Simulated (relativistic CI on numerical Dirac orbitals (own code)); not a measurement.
**Dy²³⁺: E1 transition arrays**

Where do the unresolved transition arrays of Dy²³⁺ lie, how wide and how strong are they, and what do scaling and mixing change?

Method: Dirac-Coulomb-Breit CI, KLI orbitals optimised for each configuration, model QED (radiative potential, 1s self-energy scaled to tabulated hydrogen-like ionisation energies), valence Slater integrals scaled by 0.9, whole transition arrays. Code: relativistic CI on numerical Dirac orbitals (own code) version 3.

## (1) What is computed

```
ion            : Dy²³⁺ (Dy XXIV)
nuclear charge : 66
electrons      : 43
isotope        : A = 164
configurations : [Kr] 4d7; [Kr] 4d6 4f; [Ar] 3d10 4s2 4p5 4d8; [Kr] 4d6 5p; [Kr] 4d6 5f
```

Outer shells as boxes (Hund's rule):

[Kr] 4d7
```
[Kr] core
4d [↑↓][↑↓][↑ ][↑ ][↑ ]
```

## (2) Main run

Settings of the run:

```ini
atom Dy  Z=66  charge=23  electrons=43
nucleus A=164  rms_radius_fm=5.2218
hamiltonian dirac-coulomb  breit=on  qed=on  c_scale=1
orbitals kli  potential=per-configuration
slater_scale 0.9
correlation none
mixing on
configurations
  [Kr] 4d7
  [Kr] 4d6 4f
  [Ar] 3d10 4s2 4p5 4d8
  [Kr] 4d6 5p
  [Kr] 4d6 5f
end
arrays E1 from the first configuration
```

From the run's result record (rounded, not every field), cut to the lines that bear on the results:

```text
{
  "status": "converged",
  "arrays [upper, lines, gf_sum, mean_eV, sigma_eV, strongest_nm]": [
    ["4p6 4d6 4f", 2961, 703.7, 193.889, 6.93, 6.338],
    ["4p5 4d8", 330, 92.31, 198.221, 17.51, 6.148],
    ["4p6 4d6 5p", 1718, 82.56, 294.338, 5.14, 4.207],
    ["4p6 4d6 5f", 2825, 151.2, 421.723, 5, 2.9]
  ],
  "bins [nm, gf per state]": [
    [2.85, 0.1668],
    [2.95, 1.072],
    [3.05, 0.02101],
    [3.15, 6.384e-05],
    [3.25, 1.049e-11],
    [3.35, 0],
    [3.45, 0],
    [3.55, 0],
    [3.65, 0],
    [3.75, 3.757e-05],
    [3.85, 0.0005637],
    [3.95, 0.004206],
    [4.05, 0.03997],
    [4.15, 0.2398],
    [4.25, 0.3322],
    [4.35, 0.06384],
    [4.45, 0.005477],
    [4.55, 0.001677],
    [4.65, 0.0001978],
    [4.75, 2.348e-05],
    [4.85, 1.892e-06],
    [4.95, 4.564e-07],
    [5.05, 0],
    [5.15, 0],
    [5.25, 0],
    [5.35, 5.463e-06],
    [5.45, 0.0002322],
    [5.55, 0.0007318],
    "... 13 more rows left out ..."
  ],
  "bin_width [nm]": 0.1,
  "all_arrays": [7834, 1029.77, 235.779, 82.114, 6.33767],
  "strongest [nm, gf, J2_lower, J2_upper, upper]": [
    [6.3377, 31.17, 11, 13, "4p6 4d6 4f"],
    [6.3606, 26.38, 9, 11, "4p6 4d6 4f"],
    [6.356, 25.33, 9, 11, "4p6 4d6 4f"],
    [6.3953, 20.79, 9, 9, "4p6 4d6 4f"],
    [6.3582, 20, 7, 9, "4p6 4d6 4f"],
    [6.3776, 18.07, 7, 9, "4p6 4d6 4f"],
    [6.3414, 16.86, 9, 11, "4p6 4d6 4f"],
    [6.3736, 16.37, 5, 7, "4p6 4d6 4f"],
    [6.4406, 15.51, 9, 7, "4p6 4d6 4f"],
    [6.3682, 15.35, 5, 7, "4p6 4d6 4f"],
    [6.4681, 14.46, 11, 11, "4p6 4d6 4f"],
    [6.4167, 14.31, 9, 9, "4p6 4d6 4f"]
  ],
  "configurations [conf, odd, states]": [
    ["4p6 4d7", 0, 120],
    ["4p6 4d6 4f", 1, 2940],
    ["4p5 4d8", 1, 270],
    ["4p6 4d6 5p", 1, 1260],
    ["4p6 4d6 5f", 1, 2940]
  ]
}
```

Wall time 1.1 s (1 thread, shared host).

## (3) Without configuration mixing

Changes to the settings of step 2:

```diff
@@ -6,3 +6,3 @@
 correlation none
-mixing on
+mixing off
 configurations
```

From the record:

```text
{
  "status": "converged",
  "arrays [upper, lines, gf_sum, mean_eV, sigma_eV, strongest_nm]": [
    ["4p6 4d6 4f", 2825, 582.1, 188.474, 7.358, 6.337],
    ["4p5 4d8", 466, 158.7, 167.993, 19.11, 6.387],
    ["4p6 4d6 5p", 1718, 94.9, 294.561, 5.104, 4.207],
    ["4p6 4d6 5f", 2825, 157, 421.669, 5.009, 2.9]
  ],
  "bins [nm, gf per state]": [
    [2.9, 1.284],
    [3.1, 0.02316],
    [3.3, 2.484e-10],
    [3.5, 0],
    [3.7, 3.983e-05],
    [3.9, 0.005916],
    [4.1, 0.3319],
    [4.3, 0.4454],
    [4.5, 0.007305],
    [4.7, 0.0002259],
    [4.9, 2.134e-06],
    [5.1, 0],
    [5.3, 0],
    [5.5, 0],
    [5.7, 0.0001634],
    [5.9, 0.00175],
    [6.1, 0.02556],
    [6.3, 1.261],
    [6.5, 2.155],
    [6.7, 1.094],
    [6.9, 0.4821],
    [7.1, 0.2638],
    [7.3, 0.08696],
    [7.5, 0.05762],
    [7.7, 0.07444],
    [7.9, 0.1656],
    [8.1, 0.1653],
    [8.3, 0.1492]
  ],
  "bin_width [nm]": 0.2,
  "all_arrays": [7834, 992.616, 232.22, 89.0255, 6.33672],
  "strongest [nm, gf, J2_lower, J2_upper, upper]": [
    [6.3367, 30.9, 11, 13, "4p6 4d6 4f"],
    [6.3643, 25.68, 9, 11, "4p6 4d6 4f"],
    [6.3666, 25.27, 9, 11, "4p6 4d6 4f"],
    [6.3806, 24.2, 9, 11, "4p6 4d6 4f"],
    [6.5537, 18.9, 11, 11, "4p6 4d6 4f"],
    [6.4021, 18.52, 7, 9, "4p6 4d6 4f"],
    [6.4022, 17.61, 7, 9, "4p6 4d6 4f"],
    [6.3625, 16.84, 7, 9, "4p6 4d6 4f"],
    [6.4088, 14.99, 5, 7, "4p6 4d6 4f"],
    [6.5048, 13.04, 5, 7, "4p6 4d6 4f"],
    [6.4566, 12.35, 5, 7, "4p6 4d6 4f"],
    [6.6515, 11.68, 9, 9, "4p6 4d6 4f"]
  ],
  "configurations [conf, odd, states]": [
    ["4p6 4d7", 0, 120],
    ["4p6 4d6 4f", 1, 2940],
    ["4p5 4d8", 1, 270],
    ["4p6 4d6 5p", 1, 1260],
    ["4p6 4d6 5f", 1, 2940]
  ]
}
```

Wall time 1.1 s (1 thread, shared host).

## (4) Slater integrals scaled by 1

Changes to the settings of step 3:

```diff
@@ -4,5 +4,5 @@
 orbitals kli  potential=per-configuration
-slater_scale 0.9
+slater_scale 1
 correlation none
-mixing off
+mixing on
 configurations
```

From the record:

```text
{
  "status": "converged",
  "arrays [upper, lines, gf_sum, mean_eV, sigma_eV, strongest_nm]": [
    ["4p6 4d6 4f", 2973, 727.2, 197.51, 6.98, 6.224],
    ["4p5 4d8", 318, 84.46, 201.661, 18.52, 6.051],
    ["4p6 4d6 5p", 1718, 80.89, 294.414, 5.365, 4.209],
    ["4p6 4d6 5f", 2825, 151.2, 421.804, 5.213, 2.897]
  ],
  "bins [nm, gf per state]": [
    [2.85, 0.1807],
    [2.95, 1.051],
    [3.05, 0.02739],
    [3.15, 0.000125],
    [3.25, 6.95e-07],
    [3.35, 0],
    [3.45, 0],
    [3.55, 0],
    [3.65, 7.601e-07],
    [3.75, 5.808e-05],
    [3.85, 0.0007288],
    [3.95, 0.006275],
    [4.05, 0.03713],
    [4.15, 0.2369],
    [4.25, 0.3167],
    [4.35, 0.06624],
    [4.45, 0.00771],
    [4.55, 0.002015],
    [4.65, 0.0003366],
    [4.75, 3.808e-05],
    [4.85, 5.024e-06],
    [4.95, 1.055e-06],
    [5.05, 0],
    [5.15, 0],
    [5.25, 1.102e-06],
    [5.35, 0.0002022],
    [5.45, 0.0009262],
    [5.55, 0.00224],
    "... 10 more rows left out ..."
  ],
  "bin_width [nm]": 0.1,
  "all_arrays": [7834, 1043.79, 237.846, 80.3574, 6.22405],
  "strongest [nm, gf, J2_lower, J2_upper, upper]": [
    [6.224, 31.82, 11, 13, "4p6 4d6 4f"],
    [6.2465, 26.93, 9, 11, "4p6 4d6 4f"],
    [6.245, 26.1, 9, 11, "4p6 4d6 4f"],
    [6.2825, 21.44, 9, 9, "4p6 4d6 4f"],
    [6.2457, 20.24, 7, 9, "4p6 4d6 4f"],
    [6.2642, 19.16, 7, 9, "4p6 4d6 4f"],
    [6.2278, 17.3, 9, 11, "4p6 4d6 4f"],
    [6.2626, 16.38, 5, 7, "4p6 4d6 4f"],
    [6.3297, 16.28, 9, 7, "4p6 4d6 4f"],
    [6.307, 14.88, 9, 9, "4p6 4d6 4f"],
    [6.3608, 14.87, 11, 11, "4p6 4d6 4f"],
    [6.0512, 13.94, 5, 7, "4p5 4d8"]
  ],
  "configurations [conf, odd, states]": [
    ["4p6 4d7", 0, 120],
    ["4p6 4d6 4f", 1, 2940],
    ["4p5 4d8", 1, 270],
    ["4p6 4d6 5p", 1, 1260],
    ["4p6 4d6 5f", 1, 2940]
  ]
}
```

It took 1 s on 1 thread, shared host.

## (5) Slater integrals scaled by 0.8

Changes to the settings of step 4:

```diff
@@ -4,3 +4,3 @@
 orbitals kli  potential=per-configuration
-slater_scale 1
+slater_scale 0.8
 correlation none
```

From the record, cut to the lines that bear on the results:

```text
{
  "status": "converged",
  "arrays [upper, lines, gf_sum, mean_eV, sigma_eV, strongest_nm]": [
    ["4p6 4d6 4f", 2919, 652.3, 189.996, 6.709, 6.455],
    ["4p5 4d8", 372, 128.1, 195.139, 15.18, 6.244],
    ["4p6 4d6 5p", 1718, 84.14, 294.261, 4.931, 4.206],
    ["4p6 4d6 5f", 2825, 151.2, 421.643, 4.802, 2.902]
  ],
  "bins [nm, gf per state]": [
    [2.85, 0.1273],
    [2.95, 1.118],
    [3.05, 0.01367],
    [3.15, 4.639e-05],
    [3.25, 0],
    [3.35, 0],
    [3.45, 0],
    [3.55, 0],
    [3.65, 0],
    [3.75, 2.35e-05],
    [3.85, 0.0002998],
    [3.95, 0.003184],
    [4.05, 0.04091],
    [4.15, 0.2392],
    [4.25, 0.3486],
    [4.35, 0.06308],
    [4.45, 0.004332],
    [4.55, 0.001294],
    [4.65, 0.0001277],
    [4.75, 1.433e-05],
    [4.85, 5.765e-07],
    [4.95, 1.38e-07],
    [5.05, 0],
    [5.15, 0],
    [5.25, 0],
    [5.35, 0],
    [5.45, 3.55e-06],
    [5.55, 6.564e-05],
    "... 17 more rows left out ..."
  ],
  "bin_width [nm]": 0.1,
  "all_arrays": [7834, 1015.75, 233.754, 83.893, 6.45524],
  "strongest [nm, gf, J2_lower, J2_upper, upper]": [
    [6.4552, 30.51, 11, 13, "4p6 4d6 4f"],
    [6.4785, 25.8, 9, 11, "4p6 4d6 4f"],
    [6.4706, 24.5, 9, 11, "4p6 4d6 4f"],
    [6.4746, 19.73, 7, 9, "4p6 4d6 4f"],
    [6.4951, 16.77, 7, 9, "4p6 4d6 4f"],
    [6.4589, 16.4, 9, 11, "4p6 4d6 4f"],
    [6.4881, 16.14, 5, 7, "4p6 4d6 4f"],
    [6.4837, 15.57, 5, 7, "4p6 4d6 4f"],
    [6.5785, 14.01, 11, 11, "4p6 4d6 4f"],
    [6.5294, 13.61, 9, 9, "4p6 4d6 4f"],
    [6.5061, 13.26, 9, 9, "4p6 4d6 4f"],
    [6.558, 12.3, 7, 7, "4p6 4d6 4f"]
  ],
  "configurations [conf, odd, states]": [
    ["4p6 4d7", 0, 120],
    ["4p6 4d6 4f", 1, 2940],
    ["4p5 4d8", 1, 270],
    ["4p6 4d6 5p", 1, 1260],
    ["4p6 4d6 5f", 1, 2940]
  ]
}
```

It took 1 s on 1 thread, shared host.

## (6) The runs side by side

The array to 4p6 4d6 4f, the strongest of the main run, in each run:

| run | time | mean (eV) | width (eV) | gf sum | strongest line (nm) | strongest array of the run |
| --- | --- | --- | --- | --- | --- | --- |
| main run | 1.1 s | 193.89 | 6.93 | 703.7 | 6.338 | 4p6 4d6 4f |
| without configuration mixing | 1.1 s | 188.47 | 7.36 | 582.1 | 6.337 | 4p6 4d6 4f |
| Slater integrals scaled by 1 | 1 s | 197.51 | 6.98 | 727.2 | 6.224 | 4p6 4d6 4f |
| Slater integrals scaled by 0.8 | 1 s | 190.00 | 6.71 | 652.3 | 6.455 | 4p6 4d6 4f |

## (7) What came out

| quantity | value |
| --- | --- |
| strongest array, main run | to 4p6 4d6 4f, 2961 lines |
| its mean and width | 193.9 ± 6.9 eV (6.39 nm) |
| its share of all gf | 68 % |
| lines in all | 7834 |

What this shows: Most strength, 68 %, lies in the array to 4p6 4d6 4f near 6.39 nm. Configuration mixing moves its mean by +5.41 eV and changes its gf sum by +21 %. All levels of the first configuration count with their statistical weight; no plasma population is modelled.
